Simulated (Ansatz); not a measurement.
# C3H8F2SSi: rotation by 120° about the C1–C2 bond, part 2 of 2

How high is the barrier for the rotation by 120° about the C1–C2 bond? Relax the two ends, then run a nudged elastic band between them. SMILES of the start: CCS[Si](C)(F)F.

Ansatz 0.2.0; RKS PBE0/6-31G*.

### Step 4. The band

crystal.atoms is end A as relaxed above, and neb.final_atoms is end B, turned to lie on A. With 7 inner images the band has 9 in all.

The input, input.yaml:

```yaml
crystal:
  periodic: [false, false, false]
  atoms:
    - { symbol: C, position_ang: [0.590625, -1.657884, -0.94818] }
    - { symbol: C, position_ang: [1.556191, -1.064782, 0.061954] }
    - { symbol: S, position_ang: [0.757532, -0.344914, 1.557103] }
    - { symbol: Si, position_ang: [-0.151019, 1.384834, 0.733614] }
    - { symbol: C, position_ang: [-1.946915, 1.232798, 0.30718] }
    - { symbol: F, position_ang: [0.012563, 2.570693, 1.799777] }
    - { symbol: F, position_ang: [0.673978, 1.802187, -0.581143] }
    - { symbol: H, position_ang: [-0.026497, -0.882421, -1.414704] }
    - { symbol: H, position_ang: [-0.072608, -2.39183, -0.480005] }
    - { symbol: H, position_ang: [1.149227, -2.158137, -1.748593] }
    - { symbol: H, position_ang: [2.213035, -1.839271, 0.469003] }
    - { symbol: H, position_ang: [2.191325, -0.301671, -0.39406] }
    - { symbol: H, position_ang: [-2.334625, 2.180763, -0.080768] }
    - { symbol: H, position_ang: [-2.108575, 0.456772, -0.447883] }
    - { symbol: H, position_ang: [-2.526136, 0.962165, 1.196006] }
basis:
  gaussian: { orbitals: "6-31G*" }
hamiltonian:
  xc: pbe0
neb:
  order_check: false
  images: 7
  f_tol: 0.05
  max_iterations: 38
  initial_path: idpp
  final_atoms:
    - { symbol: C, position_ang: [0.56640388, -1.70039778, -0.89727292] }
    - { symbol: C, position_ang: [1.52344898, -1.10761616, 0.12088707] }
    - { symbol: S, position_ang: [0.70908481, -0.33261122, 1.57958734] }
    - { symbol: Si, position_ang: [-0.12827141, 1.40360516, 0.69588053] }
    - { symbol: C, position_ang: [-1.92032338, 1.30142542, 0.23833826] }
    - { symbol: F, position_ang: [0.05611557, 2.61058346, 1.73465816] }
    - { symbol: F, position_ang: [0.73502216, 1.75906028, -0.61215985] }
    - { symbol: H, position_ang: [-0.12487042, -2.40663952, -0.42802551] }
    - { symbol: H, position_ang: [1.13037028, -2.23264389, -1.67266606] }
    - { symbol: H, position_ang: [-0.02058549, -0.9211675, -1.39511619] }
    - { symbol: H, position_ang: [2.15018619, -1.88839889, 0.56148208] }
    - { symbol: H, position_ang: [2.18863438, -0.37236288, -0.33754379] }
    - { symbol: H, position_ang: [-2.26971733, 2.25227033, -0.1780254] }
    - { symbol: H, position_ang: [-2.09288894, 0.51397595, -0.50236824] }
    - { symbol: H, position_ang: [-2.52450827, 1.07021923, 1.12164553] }
```

Launch:

```console
$ ansatz run input.yaml --threads 2 --pin off --max-ram 3072MiB --backend cpu --events-out ev --progress --plain --runs-dir out
```

The log of the run, shortened:

```text
Warning: RAYON_NUM_THREADS=2 ignored (pool sized by the plan → 2); use --threads N
[...]
Functional definition: PBE0
[...]
1387 factors; integrals over basis functions are off by at most 3.7e-4 eV
[...]
mean field -27375.96829170 eV, -1006.0482786222 hartree, gradient 5.2e-5 eV, S^2 0.000000; 0 other end points of the search recorded, 0 dependent functions left out
[...]
reference -27375.96831711 eV, -1006.0482795561 hartree; 37, 37 occupied and 92, 92 virtual orbitals, 1387 factors
1387 factors; integrals over basis functions are off by at most 3.7e-4 eV
[...]
mean field -27375.96830239 eV, -1006.0482790152 hartree, gradient 5.2e-5 eV, S^2 0.000000; 0 other end points of the search recorded, 0 dependent functions left out
[...]
reference -27375.96832781 eV, -1006.0482799493 hartree; 37, 37 occupied and 92, 92 virtual orbitals, 1387 factors
[...]
Atom 6 at     1.193212     2.045796    -0.319550 Å, force    -0.000110     0.000259     0.000889 eV/Å
Atom 7 at    -0.784938    -1.698057    -0.170796 Å, force    -0.000115     0.000009    -0.000057 eV/Å
Atom 8 at     0.346438    -2.997001    -0.526175 Å, force     0.000091     0.000148    -0.000060 eV/Å
Atom 9 at     0.200657    -1.633529    -1.638431 Å, force    -0.000132    -0.000075     0.000021 eV/Å
Atom 10 at     2.042616    -1.874200     0.593891 Å, force     0.000309    -0.000189    -0.000642 eV/Å
Atom 11 at     1.869111    -0.492734    -0.465778 Å, force     0.000009    -0.000377    -0.000118 eV/Å
Atom 12 at    -1.802079     2.418428    -0.611563 Å, force    -0.000386    -0.000258    -0.000304 eV/Å
Atom 13 at    -1.498371     0.715758    -1.001988 Å, force     0.000760    -0.000332    -0.000310 eV/Å
Atom 14 at    -2.345616     1.140848     0.495972 Å, force    -0.000042    -0.000437    -0.000804 eV/Å
Dipole moment:    -0.257430    -0.383562    -0.475206 e Å
this run last wrote the band of iteration 14 to <dir>; this run last wrote the band within `neb.f_tol` of iteration 7 to <dir>
```

It took 6.5 min on 2 threads of Intel Xeon Platinum 8488C (Sapphire Rapids), shared host; peak memory 0.41 GiB.

### Step 5. Images and barrier

Images 0 and 8 are the ends. Energies count from image 0; the path length is the program's own measure over all atoms.

| image | path (Å) | energy (eV) | dihedral H8–C1–C2–S3 (°) | band force (eV/Å) |
| --- | --- | --- | --- | --- |
| 0 | 0.000 | 0.0000 | 67 | - |
| 1 | 0.863 | 0.0011 | 66 | 0.005 |
| 2 | 1.725 | 0.0037 | 63 | 0.011 |
| 3 | 2.588 | 0.0697 | 36 | 0.014 |
| 4* | 3.451 | 0.1414 | 5 | 0.005 |
| 5 | 4.093 | 0.0966 | -19 | 0.013 |
| 6 | 4.737 | 0.0236 | -41 | 0.014 |
| 7 | 5.380 | 0.0012 | -53 | 0.008 |
| 8 | 6.024 | 0.0000 | -54 | - |

The star marks the climbing image.

image, energy (eV) and a bar:
```
        0      0.000 
        1      0.001 
        2      0.004 #
        3      0.070 ###############
        4      0.141 ##############################
        5      0.097 #####################
        6      0.024 #####
        7      0.001 
        8      0.000
```

How the highest energy settled:

| iteration | highest image above image 0 (eV) | largest band force (eV/Å) |
| --- | --- | --- |
| 1 | 0.2051 | 0.819 |
| 3 | 0.1552 | 0.107 |
| 5 | 0.1531 | 0.072 |
| 7 | 0.1505 | 0.045 |
| 9 | 0.1442 | 0.093 |
| 11 | 0.1419 | 0.091 |
| 13 | 0.1414 | 0.060 |
| 14 | 0.1414 | 0.014 |

Positions of all images (Å):

```xyz
15
image=0 dE=0.0000
C     0.591   -1.658   -0.948
C     1.556   -1.065    0.062
S     0.758   -0.345    1.557
Si   -0.151    1.385    0.734
C    -1.947    1.233    0.307
F     0.013    2.571    1.800
F     0.674    1.802   -0.581
H    -0.026   -0.882   -1.415
H    -0.073   -2.392   -0.480
H     1.149   -2.158   -1.749
H     2.213   -1.839    0.469
H     2.191   -0.302   -0.394
H    -2.335    2.181   -0.081
H    -2.109    0.457   -0.448
H    -2.526    0.962    1.196
15
image=1 dE=0.0011
C     0.487   -1.805   -0.834
C     1.495   -1.059    0.021
S     0.792   -0.318    1.554
Si   -0.096    1.444    0.784
C    -1.835    1.314    0.159
F    -0.071    2.513    1.978
F     0.839    2.006   -0.396
H    -0.266   -1.131   -1.253
H    -0.032   -2.573   -0.253
H     0.998   -2.294   -1.672
H     2.266   -1.742    0.391
H     2.002   -0.273   -0.545
H    -2.196    2.295   -0.170
H    -1.908    0.621   -0.685
H    -2.497    0.952    0.952
15
image=2 dE=0.0037
C     0.379   -1.932   -0.711
C     1.409   -1.055   -0.023
S     0.816   -0.303    1.553
Si   -0.037    1.493    0.832
C    -1.698    1.389    0.017
F    -0.148    2.456    2.108
F     0.988    2.168   -0.206
H    -0.504   -1.360   -1.013
H     0.046   -2.739   -0.051
H     0.813   -2.382   -1.612
H     2.282   -1.644    0.272
H     1.771   -0.258   -0.679
H    -2.041    2.390   -0.268
H    -1.664    0.774   -0.888
H    -2.434    0.952    0.698
15
image=3 dE=0.0697
C     0.276   -1.930   -0.630
C     1.345   -1.095    0.065
S     0.789   -0.282    1.625
Si    0.024    1.510    0.798
C    -1.596    1.408   -0.098
F    -0.116    2.539    2.018
F     1.113    2.109   -0.223
H    -0.717   -1.482   -0.536
H     0.219   -2.937   -0.209
H     0.503   -2.022   -1.698
H     2.190   -1.719    0.369
H     1.751   -0.322   -0.593
H    -1.887    2.398   -0.465
H    -1.534    0.735   -0.959
H    -2.383    1.040    0.567
15
image=4 dE=0.1414
C     0.206   -1.913   -0.580
C     1.312   -1.173    0.183
S     0.756   -0.220    1.661
Si    0.071    1.545    0.717
C    -1.544    1.443   -0.185
F    -0.045    2.643    1.878
F     1.193    2.046   -0.320
H    -0.785   -1.698   -0.171
H     0.346   -2.997   -0.526
H     0.201   -1.634   -1.638
H     2.043   -1.874    0.594
H     1.869   -0.493   -0.466
H    -1.802    2.418   -0.612
H    -1.498    0.716   -1.002
H    -2.346    1.141    0.496
15
image=5 dE=0.0966
C     0.155   -1.910   -0.524
C     1.274   -1.245    0.280
S     0.725   -0.169    1.670
Si    0.114    1.573    0.640
C    -1.501    1.492   -0.263
F     0.029    2.716    1.759
F     1.259    1.992   -0.406
H    -0.785   -1.925    0.034
H     0.414   -2.949   -0.756
H    -0.022   -1.397   -1.474
H     1.891   -1.995    0.781
H     1.944   -0.667   -0.362
H    -1.729    2.460   -0.722
H    -1.478    0.735   -1.053
H    -2.312    1.237    0.427
15
image=6 dE=0.0236
C     0.121   -1.921   -0.464
C     1.228   -1.307    0.379
S     0.657   -0.141    1.685
Si    0.153    1.578    0.561
C    -1.467    1.558   -0.338
F     0.137    2.781    1.619
F     1.323    1.873   -0.500
H    -0.737   -2.201    0.154
H     0.488   -2.824   -0.966
H    -0.228   -1.234   -1.241
H     1.751   -2.080    0.948
H     1.975   -0.803   -0.240
H    -1.647    2.525   -0.820
H    -1.489    0.783   -1.109
H    -2.286    1.363    0.361
15
image=7 dE=0.0012
C     0.148   -1.951   -0.452
C     1.177   -1.347    0.487
S     0.490   -0.154    1.711
Si    0.164    1.544    0.488
C    -1.477    1.665   -0.364
F     0.331    2.822    1.439
F     1.330    1.600   -0.616
H    -0.683   -2.394    0.105
H     0.612   -2.735   -1.061
H    -0.263   -1.202   -1.136
H     1.632   -2.122    1.109
H     1.983   -0.854   -0.063
H    -1.553    2.607   -0.919
H    -1.625    0.840   -1.067
H    -2.288    1.631    0.370
15
image=8 dE=0.0000
C     0.400   -1.841   -0.685
C     1.351   -1.271    0.351
S     0.544   -0.255    1.658
Si    0.010    1.472    0.550
C    -1.742    1.548   -0.046
F     0.277    2.747    1.485
F     1.004    1.581   -0.708
H    -0.411   -2.404   -0.213
H     0.943   -2.516   -1.358
H    -0.041   -1.050   -1.301
H     1.835   -2.075    0.913
H     2.139   -0.676   -0.115
H    -1.932    2.487   -0.577
H    -1.964    0.717   -0.723
H    -2.434    1.486    0.800
```

### Step 6. Vibrations at the top

The geometry is the highest inner image of the first converged band.

The input, input.yaml:

```yaml
crystal:
  periodic: [false, false, false]
  atoms:
    - { symbol: C, position_ang: [0.205927, -1.91322, -0.579767] }
    - { symbol: C, position_ang: [1.312168, -1.172943, 0.183261] }
    - { symbol: S, position_ang: [0.756003, -0.220185, 1.660756] }
    - { symbol: Si, position_ang: [0.071433, 1.544589, 0.716986] }
    - { symbol: C, position_ang: [-1.54377, 1.442954, -0.18503] }
    - { symbol: F, position_ang: [-0.044692, 2.642798, 1.877514] }
    - { symbol: F, position_ang: [1.193212, 2.045796, -0.31955] }
    - { symbol: H, position_ang: [-0.784938, -1.698057, -0.170796] }
    - { symbol: H, position_ang: [0.346438, -2.997001, -0.526175] }
    - { symbol: H, position_ang: [0.200657, -1.633529, -1.638431] }
    - { symbol: H, position_ang: [2.042616, -1.8742, 0.593891] }
    - { symbol: H, position_ang: [1.869111, -0.492734, -0.465778] }
    - { symbol: H, position_ang: [-1.802079, 2.418428, -0.611563] }
    - { symbol: H, position_ang: [-1.498371, 0.715758, -1.001988] }
    - { symbol: H, position_ang: [-2.345616, 1.140848, 0.495972] }
basis:
  gaussian: { orbitals: "6-31G*" }
hamiltonian:
  xc: pbe0
phonons: {}
```

Launch:

```console
$ ansatz run input.yaml --threads 2 --pin off --max-ram 3072MiB --backend cpu --events-out ev --progress --plain --runs-dir out
```

The log of the run, shortened:

```text
Warning: RAYON_NUM_THREADS=2 ignored (pool sized by the plan → 2); use --threads N
[...]
[... 1 set-up line as earlier in the session ...]
[...]
1389 factors; integrals over basis functions are off by at most 4.0e-4 eV
[...]
mean field -27375.82688848 eV, -1006.0430821499 hartree, gradient 3.5e-5 eV, S^2 0.000000; 0 other end points of the search recorded, 0 dependent functions left out
[...]
reference -27375.82691381 eV, -1006.0430830805 hartree; 37, 37 occupied and 92, 92 virtual orbitals, 1389 factors
[...]
1389 factors; integrals over basis functions are off by at most 4.0e-4 eV
mean field -27375.82672711 eV, -1006.0430762194 hartree, gradient 1.8e-6 eV, S^2 0.000000; 0 other end points of the search recorded, 0 dependent functions left out
[...]
reference -27375.82675243 eV, -1006.0430771499 hartree; 37, 37 occupied and 92, 92 virtual orbitals, 1389 factors
[...]
1389 factors; integrals over basis functions are off by at most 4.0e-4 eV
[...]
WARN: phonons: modes at or below zero, which the zero-point energy, F, S and C_V leave out: 1, the lowest at -242.55 cm⁻¹. A minimum has none, and a first-order saddle one
[...]
Atom 4 at    -1.543770     1.442954    -0.185030 Å, force     0.001790     0.001587     0.002176 eV/Å
Atom 5 at    -0.044692     2.642798     1.877514 Å, force     0.001934     0.000884    -0.000471 eV/Å
Atom 6 at     1.193212     2.045796    -0.319550 Å, force     0.000015     0.000273     0.000864 eV/Å
Atom 7 at    -0.784938    -1.698057    -0.170796 Å, force    -0.000142    -0.000156    -0.000110 eV/Å
Atom 8 at     0.346438    -2.997001    -0.526175 Å, force     0.000073     0.000159    -0.000060 eV/Å
Atom 9 at     0.200657    -1.633529    -1.638431 Å, force    -0.000248     0.000058     0.000073 eV/Å
Atom 10 at     2.042616    -1.874200     0.593891 Å, force     0.000263    -0.000165    -0.000647 eV/Å
Atom 11 at     1.869111    -0.492734    -0.465778 Å, force    -0.000179    -0.000347    -0.000174 eV/Å
Atom 12 at    -1.802079     2.418428    -0.611563 Å, force    -0.000416    -0.000239    -0.000358 eV/Å
Atom 13 at    -1.498371     0.715758    -1.001988 Å, force     0.000635     0.000045    -0.000392 eV/Å
Atom 14 at    -2.345616     1.140848     0.495972 Å, force    -0.000042    -0.000446    -0.000804 eV/Å
Dipole moment:    -0.257424    -0.383570    -0.475209 e Å
[...]
```

Wall time 4.8 min (2 threads of Intel Xeon Platinum 8488C (Sapphire Rapids), shared host); peak memory 0.37 GiB.

Of 39 modes, 1 is imaginary by more than 30 cm⁻¹ (243i cm⁻¹).

### Step 7. The band again, with other settings

crystal.atoms is end A as relaxed above, and neb.final_atoms is end B, turned to lie on A. With 7 inner images the band has 9 in all.

The input, input.yaml:

```yaml
crystal:
  periodic: [false, false, false]
  atoms:
    - { symbol: C, position_ang: [0.590625, -1.657884, -0.94818] }
    - { symbol: C, position_ang: [1.556191, -1.064782, 0.061954] }
    - { symbol: S, position_ang: [0.757532, -0.344914, 1.557103] }
    - { symbol: Si, position_ang: [-0.151019, 1.384834, 0.733614] }
    - { symbol: C, position_ang: [-1.946915, 1.232798, 0.30718] }
    - { symbol: F, position_ang: [0.012563, 2.570693, 1.799777] }
    - { symbol: F, position_ang: [0.673978, 1.802187, -0.581143] }
    - { symbol: H, position_ang: [-0.026497, -0.882421, -1.414704] }
    - { symbol: H, position_ang: [-0.072608, -2.39183, -0.480005] }
    - { symbol: H, position_ang: [1.149227, -2.158137, -1.748593] }
    - { symbol: H, position_ang: [2.213035, -1.839271, 0.469003] }
    - { symbol: H, position_ang: [2.191325, -0.301671, -0.39406] }
    - { symbol: H, position_ang: [-2.334625, 2.180763, -0.080768] }
    - { symbol: H, position_ang: [-2.108575, 0.456772, -0.447883] }
    - { symbol: H, position_ang: [-2.526136, 0.962165, 1.196006] }
basis:
  gaussian: { orbitals: "6-31G*" }
hamiltonian:
  xc: pbe0
neb:
  order_check: false
  images: 7
  f_tol: 0.05
  max_iterations: 50
  initial_path: idpp
  optimiser: fire
  climbing: true
  final_atoms:
    - { symbol: C, position_ang: [0.56640388, -1.70039778, -0.89727292] }
    - { symbol: C, position_ang: [1.52344898, -1.10761616, 0.12088707] }
    - { symbol: S, position_ang: [0.70908481, -0.33261122, 1.57958734] }
    - { symbol: Si, position_ang: [-0.12827141, 1.40360516, 0.69588053] }
    - { symbol: C, position_ang: [-1.92032338, 1.30142542, 0.23833826] }
    - { symbol: F, position_ang: [0.05611557, 2.61058346, 1.73465816] }
    - { symbol: F, position_ang: [0.73502216, 1.75906028, -0.61215985] }
    - { symbol: H, position_ang: [-0.12487042, -2.40663952, -0.42802551] }
    - { symbol: H, position_ang: [1.13037028, -2.23264389, -1.67266606] }
    - { symbol: H, position_ang: [-0.02058549, -0.9211675, -1.39511619] }
    - { symbol: H, position_ang: [2.15018619, -1.88839889, 0.56148208] }
    - { symbol: H, position_ang: [2.18863438, -0.37236288, -0.33754379] }
    - { symbol: H, position_ang: [-2.26971733, 2.25227033, -0.1780254] }
    - { symbol: H, position_ang: [-2.09288894, 0.51397595, -0.50236824] }
    - { symbol: H, position_ang: [-2.52450827, 1.07021923, 1.12164553] }
```

Launch:

```console
$ ansatz run input.yaml --threads 2 --pin off --max-ram 3072MiB --backend cpu --events-out ev --progress --plain --runs-dir out
```

The log of the run, shortened:

```text
Warning: RAYON_NUM_THREADS=2 ignored (pool sized by the plan → 2); use --threads N
[...]
[... 1 set-up line as earlier in the session ...]
[...]
1387 factors; integrals over basis functions are off by at most 3.7e-4 eV
[...]
mean field -27375.96829170 eV, -1006.0482786222 hartree, gradient 5.2e-5 eV, S^2 0.000000; 0 other end points of the search recorded, 0 dependent functions left out
[...]
reference -27375.96831711 eV, -1006.0482795561 hartree; 37, 37 occupied and 92, 92 virtual orbitals, 1387 factors
1387 factors; integrals over basis functions are off by at most 3.7e-4 eV
[...]
mean field -27375.96830239 eV, -1006.0482790152 hartree, gradient 5.2e-5 eV, S^2 0.000000; 0 other end points of the search recorded, 0 dependent functions left out
[...]
reference -27375.96832781 eV, -1006.0482799493 hartree; 37, 37 occupied and 92, 92 virtual orbitals, 1387 factors
[...]
Atom 6 at     1.178247     1.986835    -0.366476 Å, force    -0.012541     0.000444    -0.003994 eV/Å
Atom 7 at    -0.767359    -1.689036    -0.231871 Å, force     0.000134     0.000782     0.002142 eV/Å
Atom 8 at     0.364086    -2.998396    -0.546086 Å, force    -0.003879    -0.000475     0.000402 eV/Å
Atom 9 at     0.273795    -1.632467    -1.661087 Å, force     0.000555     0.003725     0.003096 eV/Å
Atom 10 at     2.029390    -1.893679     0.637635 Å, force    -0.001789    -0.002305    -0.001215 eV/Å
Atom 11 at     1.905555    -0.507758    -0.424769 Å, force     0.001896    -0.000203    -0.002274 eV/Å
Atom 12 at    -1.825952     2.437564    -0.593338 Å, force     0.002515    -0.002533    -0.002393 eV/Å
Atom 13 at    -1.572560     0.722328    -0.967297 Å, force     0.005229     0.000062     0.001099 eV/Å
Atom 14 at    -2.367635     1.188860     0.546593 Å, force     0.003839    -0.001865    -0.000400 eV/Å
Dipole moment:    -0.257061    -0.376013    -0.463633 e Å
this run last wrote the band of iteration 25 to <dir>; this run last wrote the band within `neb.f_tol` of iteration 17 to <dir>
```

Wall time 15 min (2 threads of Intel Xeon Platinum 8488C (Sapphire Rapids), shared host); peak memory 0.4 GiB.

### Step 8. What the band shows

The 7 inner images lie between the fixed ends 0 and 8. Energy is taken from image 0, and the path length is the program's own coordinate along the band.

| image | path (Å) | energy (eV) | dihedral H8–C1–C2–S3 (°) | band force (eV/Å) |
| --- | --- | --- | --- | --- |
| 0 | 0.000 | 0.0000 | 67 | - |
| 1 | 0.788 | 0.0012 | 66 | 0.013 |
| 2 | 1.577 | 0.0063 | 59 | 0.035 |
| 3 | 2.366 | 0.0790 | 34 | 0.029 |
| 4* | 3.154 | 0.1419 | 5 | 0.015 |
| 5 | 3.733 | 0.1040 | -17 | 0.018 |
| 6 | 4.314 | 0.0333 | -37 | 0.020 |
| 7 | 4.894 | 0.0026 | -51 | 0.026 |
| 8 | 5.475 | 0.0000 | -54 | - |

The star marks the climbing image.

image, energy (eV) and a bar:
```
        0      0.000 
        1      0.001 
        2      0.006 #
        3      0.079 #################
        4      0.142 ##############################
        5      0.104 ######################
        6      0.033 #######
        7      0.003 #
        8      0.000
```

### Step 9. Outcome

What follows sums up all 2 parts.

| quantity | value |
| --- | --- |
| end A | 9 moves, 0.376 eV lower |
| end B | 9 moves, 0.372 eV lower |
| first band: barrier forwards | 0.141 eV |
| first band: barrier backwards | 0.141 eV |
| first band: second end relative to first | 0.000 eV |
| first band: highest image | 4 of 0 to 8, climbing |
| first band: band iterations | 14 |
| imaginary modes at the top | 243i cm⁻¹ |
| second band | top 0.142 eV above image 0, 25 iterations, 7 inner images |
| time, first and second band | 6.5 min and 15 min |

In words: In the first band: the barrier from the first end is 0.14 eV, 5 times kT at 300 K, which at an assumed attempt frequency of 10^13 s⁻¹ means a rate near 10^11 s⁻¹. The two ends lie within 1 meV of each other. The listed dihedral goes from 67° at end A through 5° at the highest image to -54° at end B. One imaginary mode, as a first-order saddle point has. The second band's top lies 1 meV above the first's, so the changed settings hardly move the height. Zero-point energy and entropy are left out.
